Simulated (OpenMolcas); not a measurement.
# Tc⁵⁺ among point charges: CASSCF and CASPT2 levels and susceptibility

Aim: the splitting of the states of Tc⁵⁺ in the field of 2 point charges, its lowest levels with spin-orbit coupling and its magnetic susceptibility.

Program: OpenMolcas 26.06. Level of theory: state-averaged CASSCF and CASPT2, spin-orbit coupling by RASSI with atomic mean-field integrals. These are calculated values, not measurements, unless marked.

## (1) The atom as given

```
Species                           : Tc⁵⁺ (technetium, Z = 43, 38 electrons)
Basis                             : ANO-RCC-VDZP [6s5p3d1f], 43 functions
Scalar Hamiltonian                : DKH2, point nucleus
Inactive shells                   : 1s 2s 2p 3s 3p 3d 4s 4p
Active space                      : 2 electrons in 5 orbitals (4d)
Some configurations of this space : 4d²
Orbitals                          : optimised for each spin and parity, averaged over all roots
```

The outer shells:

4d2
```
4d [↑ ][↑ ][  ][  ][  ]
```

The ion sits among 2 point charges of -1 e arranged as a linear pair (D∞h), 2.15 Å from the ion.

Each step is its own input file, run in one work folder so that later steps find the files of earlier ones. Labels, J, g values, rates, χT and fits are worked out afterwards by a script from the matrices that RASSI stores. The input lists half of the charges; inversion (Group=XYZ) makes the rest.

## (2) One- and two-electron integrals

File a.inp:

```
&GATEWAY
Coord
1

Tc 0.0 0.0 0.0
Basis=ANO-RCC-VDZP
Group=XYZ
NoMove
AngMom=0.0 0.0 0.0
AMFI
XField
1 Angstrom 0
0.000000 0.000000 2.150000 -1.000000
&SEWARD
```

The run is started by

```console
$ OMP_NUM_THREADS=1 MOLCAS_MEM=1689 MOLCAS_PROJECT=a pymolcas a.inp > a.log
```

Output:

```text
Basis set label: TC.ANO-RCC...6S5P3D1F.

      Electronic valence basis set:
      ------------------
      Associated Effective Charge  43.000000 au
      Associated Actual Charge     43.000000 au
      Nuclear Model: Point charge

      Shell  nPrim  nBasis  Cartesian Spherical Contaminant
         s      21       6        X
         p      18       5        X
         d      13       3                 X
         f       6       1                 X
                  Relativistic Douglas-Kroll-Hess integrals:
                    - DKH order of Hamiltonian: 2
                    - DKH order of Properties : 0
                  Atomic mean-field integrals
```

## (3) Reference wave functions, triplets of even parity, 10 roots

File a.inp:

```
&RASSCF
FileOrb=start.orb
Symmetry=1
Spin=3
nActEl=2 0 0
Inactive=9 9
Ras2=5 0
CIRoot=10 10 1
SDav=10
CIMx=300
Iter=120 100
PrWF=0.3
OrbListing=Nothing
MaxOrb=0
>>> COPY $Project.JobIph JOB001
```

The run is started by

```console
$ OMP_NUM_THREADS=1 MOLCAS_MEM=1689 MOLCAS_PROJECT=a pymolcas a.inp > a.log
```

start.orb holds the contracted functions of the basis, ordered by shell, or the orbitals of the step before.

Output, cut to the lines that bear on the results:

```text
[...]
      Number of active orbitals                  5
[...]
      Spin quantum number                      1.0
[...]
      Active orbitals                            5   0
[...]
      Number of CSFs                            10
      Number of root(s) required                10
[...]
      Convergence after  7 iterations
[...]
      Natural orbitals and occupation numbers for root  1
      sym 1:   0.500000   0.500000   0.000000   0.500000   0.500000
      Natural orbitals and occupation numbers for root  2
      sym 1:   0.500000   0.500000  -0.000000   0.500000   0.500000
      Natural orbitals and occupation numbers for root  3
      sym 1:   0.579319   0.420681   0.000000   0.420681   0.579319
::    RASSCF root number  1 Total energy:  -4279.55017486
::    RASSCF root number  2 Total energy:  -4279.55017486
::    RASSCF root number  3 Total energy:  -4279.54415666
[...]
::    RASSCF root number  7 Total energy:  -4279.53527000
::    RASSCF root number  8 Total energy:  -4279.49234342
::    RASSCF root number  9 Total energy:  -4279.45862244
::    RASSCF root number 10 Total energy:  -4279.45862244
```

## (4) Reference wave functions, singlets of even parity, 15 roots

File a.inp:

```
&RASSCF
FileOrb=start.orb
Symmetry=1
Spin=1
nActEl=2 0 0
Inactive=9 9
Ras2=5 0
CIRoot=15 15 1
SDav=15
CIMx=300
Iter=120 100
PrWF=0.3
OrbListing=Nothing
MaxOrb=0
>>> COPY $Project.JobIph JOB002
```

The run is started by

```console
$ OMP_NUM_THREADS=1 MOLCAS_MEM=1689 MOLCAS_PROJECT=a pymolcas a.inp > a.log
```

Output, cut to the lines that bear on the results:

```text
[...]
      Number of active orbitals                  5
[...]
      Spin quantum number                      0.0
[...]
      Active orbitals                            5   0
[...]
      Number of CSFs                            15
      Number of root(s) required                15
[...]
      Convergence after  6 iterations
[...]
      Natural orbitals and occupation numbers for root  1
      sym 1:   0.171036   0.748263   0.161403   0.748263   0.171036
      Natural orbitals and occupation numbers for root  2
      sym 1:   0.485331   0.514669   0.000000   0.485331   0.514669
      Natural orbitals and occupation numbers for root  3
      sym 1:   0.514669   0.514669   0.000000   0.485331   0.485331
::    RASSCF root number  1 Total energy:  -4279.49810622
::    RASSCF root number  2 Total energy:  -4279.49169406
::    RASSCF root number  3 Total energy:  -4279.49169406
[...]
::    RASSCF root number 12 Total energy:  -4279.42847929
::    RASSCF root number 13 Total energy:  -4279.42847929
::    RASSCF root number 14 Total energy:  -4279.42362167
::    RASSCF root number 15 Total energy:  -4279.31877797
```

## (5) RASSI: spin-orbit coupling between the states

File a.inp:

```
&RASSI
NrOfJobIphs=2 10 15
1 2 3 4 5 6 7 8 9 10
1 2 3 4 5 6 7 8 9 10 11 12 13 14 15
IphNames
JOB001
JOB002
EJob
SpinOrbit
DIPRint=1.0
SOCoupling=1000.0
Subsets=2
Property=9
'ANGMOM' 1 'ANGMOM' 2 'ANGMOM' 3 'MLTPL  1' 1 'MLTPL  1' 2 'MLTPL  1' 3
'AMFI' 1 'AMFI' 2 'AMFI' 3
SOProperty=3
'ANGMOM' 1 'ANGMOM' 2 'ANGMOM' 3
```

The run is started by

```console
$ OMP_NUM_THREADS=1 MOLCAS_MEM=1689 MOLCAS_PROJECT=a pymolcas a.inp > a.log
```

Output:

```text
SPIN-FREE ENERGIES:
  (Shifted by EMIN (a.u.) =      -4279.5501748639)

 SF State       Relative EMIN(au)   Rel lowest level(eV)    D:o, cm**(-1)      L_eff

     1             0.0000000000        0.0000000000              0.0000         3.0
     2             0.0000000000        0.0000000000              0.0000         3.0
     3             0.0060182005        0.1637635791           1320.8423         2.8
     4             0.0106524042        0.2898666861           2337.9325         2.9
     5             0.0106524042        0.2898666861           2337.9325         2.9
     6             0.0149048671        0.4055820944           3271.2402         3.0
     7             0.0149048671        0.4055820944           3271.2402         3.0
    11             0.0520686461        1.4168600393          11427.7469         2.1
     8             0.0578314401        1.5736736544          12692.5340         1.4
    12             0.0584808055        1.5913437852          12835.0532         2.1
    13             0.0584808055        1.5913437852          12835.0532         2.1
    14             0.0623377125        1.6962955719          13681.5465         4.0
    15             0.0623377125        1.6962955719          13681.5465         4.0
    16             0.0745849369        2.0295595254          16369.5015         2.0
    17             0.0745849369        2.0295595254          16369.5015         2.0
    18             0.0857991245        2.3347131165          18830.7312         4.0
    19             0.0857991245        2.3347131165          18830.7312         4.0
    10             0.0915524215        2.4912683042          20093.4340         1.2
     9             0.0915524215        2.4912683042          20093.4340         1.2
    20             0.1061585403        2.8887210438          23299.1065         4.0
    21             0.1061585403        2.8887210438          23299.1065         4.0
    22             0.1216955715        3.3115052006          26709.0907         3.9
    23             0.1216955715        3.3115052006          26709.0907         3.9
    24             0.1265531973        3.4436879329          27775.2163         3.9
    25             0.2313968921        6.2966302059          50785.7476         0.2
     Dipole printing threshold changed to   1.00000000E+00
Eigenvalues of complex Hamiltonian:
   -----------------------------------
  (Shifted by EMIN (a.u.) =      -4279.5501748639)

 SO State       Relative EMIN(au)   Rel lowest level(eV)    D:o, cm**(-1)     J-value

     1            -0.0094314483        0.0000000000              0.0000         1.2
     2            -0.0094314483        0.0000000000              0.0000         1.2
     3            -0.0030259424        0.1743026950           1405.8460         1.9
     4            -0.0010138229        0.2290552549           1847.4552         1.5
     5            -0.0010138229        0.2290552549           1847.4552         1.5
     6            -0.0002316283        0.2503398546           2019.1271         1.9
     7            -0.0002316283        0.2503398546           2019.1271         1.9
     8             0.0073300226        0.4561028597           3678.7177         1.6
     9             0.0073300226        0.4561028597           3678.7177         1.6
    10             0.0075678639        0.4625748502           3730.9178         2.7
    11             0.0075678639        0.4625748502           3730.9178         2.7
    12             0.0080689367        0.4762097361           3840.8905         2.9
    13             0.0087736099        0.4953848705           3995.5484         2.3
    14             0.0087736099        0.4953848705           3995.5484         2.3
    15             0.0151425288        0.6686919829           5393.3646         3.7
    16             0.0173671097        0.7292259131           5881.6036         3.7
    17             0.0173671097        0.7292259131           5881.6036         3.7
    18             0.0198395635        0.7965048090           6424.2445         3.4
    19             0.0198395635        0.7965048090           6424.2445         3.4
    20             0.0207082965        0.8201442365           6614.9094         2.7
    21             0.0207082965        0.8201442365           6614.9094         2.7
    22             0.0509528822        1.6431413402          13252.8287         2.1
    23             0.0533523817        1.7084350493          13779.4580         1.9
    24             0.0533523817        1.7084350493          13779.4580         1.9
    25             0.0591962616        1.8674551217          15062.0413         1.7
    26             0.0628298321        1.9663296125          15859.5179         1.6
    27             0.0628298321        1.9663296125          15859.5179         1.6
    28             0.0634986962        1.9845303306          16006.3166         1.7
    29             0.0634986962        1.9845303306          16006.3166         1.7
    30             0.0727717724        2.2368635892          18041.5216         1.1
    31             0.0727717724        2.2368635892          18041.5216         1.1
    32             0.0862077446        2.6024750171          20990.3766         2.9
    33             0.0862077446        2.6024750171          20990.3766         2.9
    34             0.0889376625        2.6767598698          21589.5243         1.2
    35             0.0892308700        2.6847384520          21653.8759         1.5
    36             0.0922512490        2.7669271517          22316.7725         1.6
    37             0.0922512490        2.7669271517          22316.7725         1.6
    38             0.0964801208        2.8820006146          23244.9026         1.3
    39             0.0964801208        2.8820006146          23244.9026         1.3
    40             0.1067956359        3.1627000812          25508.8965         3.4
    41             0.1067956359        3.1627000812          25508.8965         3.4
Weights of the five most important spin-orbit-free states for each spin-orbit state.

 SO State  Total energy (au)           Spin-free states, spin, and weights
 -------------------------------------------------------------------------------------------------------
    1        -0.009431       1 1.0  0.4727    2 1.0  0.4727    6 1.0  0.0317    7 1.0  0.0121   17 0.0  0.0049
    2        -0.009431       2 1.0  0.4727    1 1.0  0.4727    7 1.0  0.0317    6 1.0  0.0121   16 0.0  0.0049
    3        -0.003026       3 1.0  0.5595    4 1.0  0.2068    5 1.0  0.2068   11 0.0  0.0263    8 1.0  0.0003
    4        -0.001014       1 1.0  0.5075    2 1.0  0.4492    7 1.0  0.0215    6 1.0  0.0215   19 0.0  0.0002
    5        -0.001014       2 1.0  0.5075    1 1.0  0.4492    6 1.0  0.0215    7 1.0  0.0215   18 0.0  0.0002
    6        -0.000232       4 1.0  0.3940    3 1.0  0.3868    7 1.0  0.0934    6 1.0  0.0934    5 1.0  0.0179
    7        -0.000232       5 1.0  0.3940    3 1.0  0.3868    6 1.0  0.0934    7 1.0  0.0934    4 1.0  0.0179
    8         0.007330       2 1.0  0.4956    1 1.0  0.4956   15 0.0  0.0044   14 0.0  0.0044    3 1.0  0.0000
    9         0.007330       2 1.0  0.4956    1 1.0  0.4956   14 0.0  0.0044   15 0.0  0.0044    3 1.0  0.0000
   10         0.007568       3 1.0  0.4722    6 1.0  0.2434    7 1.0  0.2434    5 1.0  0.0167    4 1.0  0.0151
   11         0.007568       3 1.0  0.4722    7 1.0  0.2434    6 1.0  0.2434    4 1.0  0.0167    5 1.0  0.0151
   12         0.008069       4 1.0  0.5000    5 1.0  0.5000   10 1.0  0.0000    9 1.0  0.0000    3 1.0  0.0000
```

These steps took 4.8 s in all on 1 thread of Arm Neoverse V1, shared host.

States without spin-orbit coupling:

```csv
state,degeneracy,E (cm-1),free-ion L (%)
3Phi,2,0,F (100)
3Sigma,1,1321,F (85)
3Pi,2,2338,F (94)
3Delta,2,3271,F (100)
1Sigma,1,11428,D (93)
3Sigma,1,12693,P (85)
1Pi,2,12835,D (95)
1Gamma,2,13682,G (100)
1Delta,2,16370,D (98)
1Phi,2,18831,G (100)
3Pi,2,20093,P (94)
1Delta,2,23299,G (98)
1Pi,2,26709,G (95)
1Sigma,1,27775,G (95)
1Sigma,1,50786,S (96)
```

With spin-orbit coupling:

| E (cm-1) | Degeneracy | 2S+1 | g |
| --- | --- | --- | --- |
| 0.0 | 2 | 3 | 0.00 0.00 2.11 |
| 1406 | 1 | 3 |  |
| 1847 | 2 | 3 | 0.00 0.00 6.09 |
| 2019 | 2 | 3 | 0.00 0.00 2.40 |
| 3679 | 2 | 3 | 0.00 0.00 9.99 |
| 3731 | 2 | 3 | 0.00 0.00 1.97 |
| 3841 | 1 | 3 |  |
| 3996 | 2 | 3 | 0.00 0.00 5.15 |
| 5393 | 1 | 3 |  |
| 5882 | 2 | 3 | 0.00 0.00 1.65 |
| 6424 | 2 | 3 | 0.00 0.00 4.75 |
| 6615 | 2 | 3 | 0.00 0.00 7.91 |
| 13253 | 1 | 1 |  |
| 13779 | 2 | 3 | 0.00 0.00 3.16 |
| 15062 | 1 | 3 |  |
| 15860 | 2 | 1 | 0.00 0.00 8.02 |
| 16006 | 2 | 1 | 0.00 0.00 2.80 |
| 18042 | 2 | 1 | 0.00 0.00 4.21 |
| 20990 | 2 | 1 | 0.00 0.00 6.01 |
| 21590 | 1 | 3 |  |
| 21654 | 1 | 3 |  |
| 22317 | 2 | 3 | 0.00 0.00 2.02 |
| 23245 | 2 | 3 | 0.00 0.00 5.72 |
| 25509 | 2 | 1 | 0.00 0.00 4.07 |

Principal g values are given for doublets only; a zero marks a field direction without first-order Zeeman splitting.

Powder χT (cm³ K/mol): 0.14 at 2 K, 0.14 at 5 K, 0.14 at 10 K, 0.15 at 20 K, 0.16 at 50 K, 0.17 at 100 K, 0.19 at 150 K, 0.21 at 200 K, 0.23 at 250 K, 0.25 at 300 K.

Orbitals of the lowest block (energies include the constant potential of the surroundings):

```csv
shell,space,energy (hartree),mean occupation,⟨r²⟩ (bohr²)
1s,inactive,-779.3344,2.000,0.00155
2s,inactive,-115.7868,2.000,0.0262
2p,inactive,-103.6543,6.000,0.0207
3s,inactive,-23.0233,2.000,0.195
3p,inactive,-18.9222,6.000,0.199
3d,inactive,-12.2622,10.000,0.189
4s,inactive,-5.1178,2.000,1.25
4p,inactive,-3.8330,6.000,1.45
4d,RAS2,,2.000,2.33
```

## (6) CASPT2: IPEA 0.25, imaginary shift 0.1 (closed shells correlated: 4s 4p)

File a.inp:

```
>>> COPY JOB001 $Project.JobIph
&CASPT2
Multistate=10 1 2 3 4 5 6 7 8 9 10
NoMult
Frozen=8 6
IPEA=0.25
Imaginary=0.1
MaxIter=60
WThr=0.0 0.3 0.05
PrWF=0.5
NoMix
>>> COPY JOB002 $Project.JobIph
&CASPT2
Multistate=15 1 2 3 4 5 6 7 8 9 10 11 12 13 14 15
NoMult
Frozen=8 6
IPEA=0.25
Imaginary=0.1
MaxIter=60
WThr=0.0 0.3 0.05
PrWF=0.5
NoMix
```

The run is started by

```console
$ OMP_NUM_THREADS=1 MOLCAS_MEM=1689 MOLCAS_PROJECT=a pymolcas a.inp > a.log
```

Output, cut to the lines that bear on the results:

```text
[...]
      Active orbitals                            5   0
[...]
      E2 (Variational):          -0.1692696740
      Total energy:           -4279.7194445380
[...]
::    CASPT2 Root  1     Total energy:  -4279.71944454
::    CASPT2 Root  2     Total energy:  -4279.71944454
[...]
::    CASPT2 Root 12     Total energy:  -4279.60335107
::    CASPT2 Root 13     Total energy:  -4279.60335111
::    CASPT2 Root 14     Total energy:  -4279.59897118
::    CASPT2 Root 15     Total energy:  -4279.51368311
```

This run took 1.8 s in all on 1 thread of Arm Neoverse V1, shared host.

SS-CASPT2: lowest energy less the reference's lowest, -0.1693 hartree; reference weights 0.959 to 0.967.

Spin-free states, with their symmetry labels:

```csv
state,degeneracy,E (cm-1),free-ion L (%)
3Phi,2,0,F (100)
3Sigma,1,1052,F (85)
3Pi,2,2139,F (94)
3Delta,2,3806,F (100)
1Sigma,1,9468,D (93)
1Pi,2,10781,D (95)
3Sigma,1,10991,P (85)
1Gamma,2,12655,G (100)
1Delta,2,14345,D (98)
1Phi,2,17186,G (100)
3Pi,2,18269,P (94)
1Delta,2,21748,G (98)
1Pi,2,25480,G (95)
1Sigma,1,26441,G (95)
1Sigma,1,45159,S (96)
```

With spin-orbit coupling:

```csv
E (cm-1),Degeneracy,2S+1,g
0,2,3,0.00 0.00 2.10
1110,1,3,
1860,2,3,0.00 0.00 2.71
1860,2,3,0.00 0.00 6.07
3640,1,3,
3670,2,3,0.00 0.00 9.98
3800,2,3,0.00 0.00 2.09
4020,2,3,0.00 0.00 5.42
5150,1,3,
5950,2,3,0.00 0.00 1.23
6690,2,3,0.00 0.00 4.50
7110,2,3,0.00 0.00 7.92
11400,1,1,
11970,2,3,0.00 0.00 3.02
13300,1,3,
14130,2,3,0.00 0.00 2.93
14840,2,1,0.00 0.00 8.02
16070,2,1,0.00 0.00 4.19
19360,2,1,0.00 0.00 6.01
19760,1,3,
19810,1,3,
20490,2,3,0.00 0.00 2.02
21410,2,3,0.00 0.00 5.75
23950,2,1,0.00 0.00 4.05
```

Powder χT (cm³ K/mol): 0.14 at 2 K, 0.14 at 5 K, 0.14 at 10 K, 0.14 at 20 K, 0.16 at 50 K, 0.17 at 100 K, 0.19 at 150 K, 0.21 at 200 K, 0.23 at 250 K, 0.24 at 300 K.

## (7) The methods side by side

A. CASSCF
B. SS-CASPT2, IPEA 0.25, imaginary shift 0.1 (closed shells correlated: 4s 4p)

```csv
method,ground state,first state of that spin (cm-1),first gap with spin-orbit (cm-1),χT at 300 K
A,3Phi,3Sigma 1321,1405.8,0.25
B,3Phi,3Sigma 1052,1109.7,0.24
```

## (8) Results

| quantity | value |
| --- | --- |
| method | SS-CASPT2, IPEA 0.25, imaginary shift 0.1 (closed shells correlated: 4s 4p) |
| spin-free ground state | 3Phi, 2-fold in its orbital part |
| first state of the same spin within the active space | 3Sigma at 1050 cm⁻¹ |
| lowest level | 2-fold, g = 0.00, 0.00, 2.10 |
| next level | 1109.7 cm⁻¹ |
| χT at 300 K | 0.24 cm³ K/mol |
| effective moment at 300 K | 1.40 μB |

Cost by method:

```csv
method,time of its own steps,time with the reference
A. CASSCF,4.8 s,4.8 s
"B. SS-CASPT2, IPEA 0.25, imaginary shift 0.1, +4s 4p",1.8 s,6.6 s
```

Times are of one thread on a shared host.

**Reading.** The spin-free ground state (3Phi) comes to 100 % from free-ion F terms and keeps the highest spin of the shell. χT at 300 K is 0.24, against 1.00 cm³ K/mol for the spin alone, so spin-orbit coupling lowers it. The field of point charges can differ much from that of real complexes. This is an electrostatic model: the charges have no orbitals.
